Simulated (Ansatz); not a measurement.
# Bi2S3 (Bismuthinite): the cost of one run

Computed with Ansatz 0.2.0 (DFT PBE, scalar-relativistic, plane waves, PAW, unless a step's input says otherwise).

## (1) The system as given

The structure is orthorhombic, space group Pnma (No. 62). The conventional cell has a = 11.838 Å, b = 4.019 Å, c = 11.190 Å, α = 90.00°, β = 90.00°, γ = 90.00°. Bi (site symmetry m) is surrounded by 6 S at 2.69 to 3.09 Å. Bi (site symmetry m) is surrounded by 5 S at 2.62 to 2.99 Å. S (site symmetry m) has 3 Bi at 2.71 to 2.76 Å in its first shell of neighbours. S (site symmetry m) is surrounded by 5 Bi at 2.62 to 3.09 Å. Around S (site symmetry m) lie 3 Bi at 2.69 to 3.05 Å.

Coordinates:

```
Bi S
1.0
    11.83831    0.00000    0.00000
     0.00000    4.01918    0.00000
     0.00000    0.00000   11.19044
Bi S
8 12
Direct
  0.47906 0.25000 0.32692
  0.02094 0.75000 0.82692
  0.97906 0.25000 0.17308
  0.52094 0.75000 0.67308
  0.34567 0.75000 0.03235
  0.15433 0.25000 0.53235
  0.84567 0.75000 0.46765
  0.65433 0.25000 0.96765
  0.29000 0.25000 0.19024
  0.21000 0.75000 0.69024
  0.79000 0.25000 0.30976
  0.71000 0.75000 0.80976
  0.54680 0.75000 0.12990
  0.95320 0.25000 0.62990
  0.04680 0.75000 0.37010
  0.45320 0.25000 0.87010
  0.37763 0.75000 0.44605
  0.12237 0.25000 0.94605
  0.87763 0.75000 0.05395
  0.62237 0.25000 0.55395
```

This cell was relaxed beforehand with the same method: volume 26.62 Å³/atom, gap on the mesh 1.38 eV.

## (2) Optical spectrum

Contents of input.yaml:

```yaml
crystal:
  lattice:
    - [11.83831092, 0.0, 0.0]
    - [0.0, 4.019180124, 0.0]
    - [0.0, 0.0, 11.1904438252]
  atoms:
    - { symbol: Bi, position: [0.4790570461, 0.25, 0.3269185052] }
    - { symbol: Bi, position: [0.0209429539, 0.75, 0.8269185052] }
    - { symbol: Bi, position: [0.9790570461, 0.25, 0.1730814948] }
    - { symbol: Bi, position: [0.5209429539, 0.75, 0.6730814948] }
    - { symbol: Bi, position: [0.3456712356, 0.75, 0.0323537561] }
    - { symbol: Bi, position: [0.1543287644, 0.25, 0.5323537561] }
    - { symbol: Bi, position: [0.8456712356, 0.75, 0.4676462439] }
    - { symbol: Bi, position: [0.6543287644, 0.25, 0.9676462439] }
    - { symbol: S, position: [0.290003, 0.25, 0.1902382888] }
    - { symbol: S, position: [0.209997, 0.75, 0.6902382888] }
    - { symbol: S, position: [0.790003, 0.25, 0.3097617112] }
    - { symbol: S, position: [0.709997, 0.75, 0.8097617112] }
    - { symbol: S, position: [0.5468040116, 0.75, 0.1298967559] }
    - { symbol: S, position: [0.9531959884, 0.25, 0.6298967559] }
    - { symbol: S, position: [0.0468040116, 0.75, 0.3701032441] }
    - { symbol: S, position: [0.4531959884, 0.25, 0.8701032441] }
    - { symbol: S, position: [0.3776326107, 0.75, 0.4460473] }
    - { symbol: S, position: [0.1223673893, 0.25, 0.9460473] }
    - { symbol: S, position: [0.8776326107, 0.75, 0.0539527] }
    - { symbol: S, position: [0.6223673893, 0.25, 0.5539527] }
basis:
  ecutwfc: 420
kpoints:
  mp_grid: { grid: [4, 8, 4] }
hamiltonian:
  xc: pbe
scf:
  occupations: { method: gaussian, width: 0.02 }
  n_extra_bands: 80
output:
  forces: false
  stress: false
  eigenvalues: true
  optics: { e_range: [0, 14], sigma: 0.1, nscf_kmesh: { grid: [6, 12, 6] } }
checkpoint:
  read: start.run
  write: ck
  compress: false
  write_wavefunctions: false
  write_every: 100000
```

The run is started by

```bash
> ansatz run input.yaml --threads 8 --pin off --max-ram 22528MiB --backend cpu --events-out ev --progress --plain --runs-dir out
```

Q: Estimate wall time and peak memory on 8 threads of Intel Xeon at 2.50GHz (Skylake/Cascade Lake), shared host.

About 23 min, with a peak of 9.1 GiB.
